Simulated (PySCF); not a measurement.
# From one method to the next for BiF⁻

Starting from one script, swap the method and compare what comes out for BiF⁻.

The runs use PySCF 2.14.0; each script names its method and basis.

5 further runs of the same task are left out: 3 for a known fault of the program, 2 that didn't finish.

## Step 1: Starting geometry

BiF⁻: 2 atoms, charge -1, spin multiplicity 2.

Bond lengths: Bi1–F2 2.284 Å.

## Step 2: The base run

Contents of input.py:

```python
from pyscf import gto, scf, mp

mol = gto.M(
    atom='Bi 0 0 0; F 0 0 2.284',
    basis='jorge-dzp-dkh',
    charge=-1,
    spin=1,
    verbose=4,
)
mf = scf.UHF(mol)
mf = mf.sfx2c1e()
mf.kernel()
mp.MP2(mf, frozen=35).kernel()
mf.dip_moment()
print('orbital energies (hartree):', [e[max(0, n-3):n+3].round(4) for e, n in zip(mf.mo_energy, mol.nelec)])
```

Command:

```
> OMP_NUM_THREADS=1 python input.py
```

## Step 3: Gradient

Run 1 changes step after the SCF: mp2 → gradient.

input.py: that of step 2 with these lines changed.

```diff
@@ -1,2 +1,2 @@
-from pyscf import gto, scf, mp
+from pyscf import gto, scf
 
@@ -12,3 +12,3 @@
 mf.kernel()
-mp.MP2(mf, frozen=35).kernel()
+mf.nuc_grad_method().kernel()
 mf.dip_moment()
```

## Step 4: M06 (UKS)

Run 2 changes functional: none (Hartree–Fock) → m06; SCF type: UHF → UKS; step after the SCF: mp2 → analyze.

Contents of input.py:

```python
from pyscf import gto, dft

mol = gto.M(
    atom='Bi 0 0 0; F 0 0 2.284',
    basis='jorge-dzp-dkh',
    charge=-1,
    spin=1,
    verbose=4,
)
mf = dft.UKS(mol, xc='m06')
mf = mf.sfx2c1e()
mf.kernel()
mf.analyze()
print('orbital energies (hartree):', [e[max(0, n-3):n+3].round(4) for e, n in zip(mf.mo_energy, mol.nelec)])
```

## Step 5: Bhandhlyp (UKS)

Run 3 changes functional: none (Hartree–Fock) → bhandhlyp; SCF type: UHF → UKS; step after the SCF: mp2 → analyze.

Contents of input.py:

```python
from pyscf import gto, dft

mol = gto.M(
    atom='Bi 0 0 0; F 0 0 2.284',
    basis='jorge-dzp-dkh',
    charge=-1,
    spin=1,
    verbose=4,
)
mf = dft.UKS(mol, xc='bhandhlyp')
mf = mf.sfx2c1e()
mf.kernel()
mf.analyze()
print('orbital energies (hartree):', [e[max(0, n-3):n+3].round(4) for e, n in zip(mf.mo_energy, mol.nelec)])
```

What does the calculation give? Wanted: for each run, E(SCF); from base; gap, α spin; after the SCF.

**Answer**, as computed:

| run | E(SCF) (hartree) | from base (eV) | cycles | gap, α spin (eV) | after the SCF |
| --- | --- | --- | --- | --- | --- |
| base | -21445.635658 | 0 | 12 | 8.54 | MP2 correlation -13.891 eV, core frozen |
| gradient | -21445.635658 | 0.0000 | 12 | 8.54 | n/a |
| m06 (UKS) | -21453.145996 | not comparable | 12 | 3.03 | n/a |
| bhandhlyp (UKS) | -21452.734237 | not comparable | 13 | 4.93 | n/a |

What this shows: The α-spin gap between the frontier levels is 3.0 eV with m06 (27 % exact exchange) and 4.9 eV with bhandhlyp (50 %): exact exchange opens it. Total energies of different functionals can't be compared with each other; differences within one functional can. The dearest run is “gradient”, at 17 s against 3.8 s.
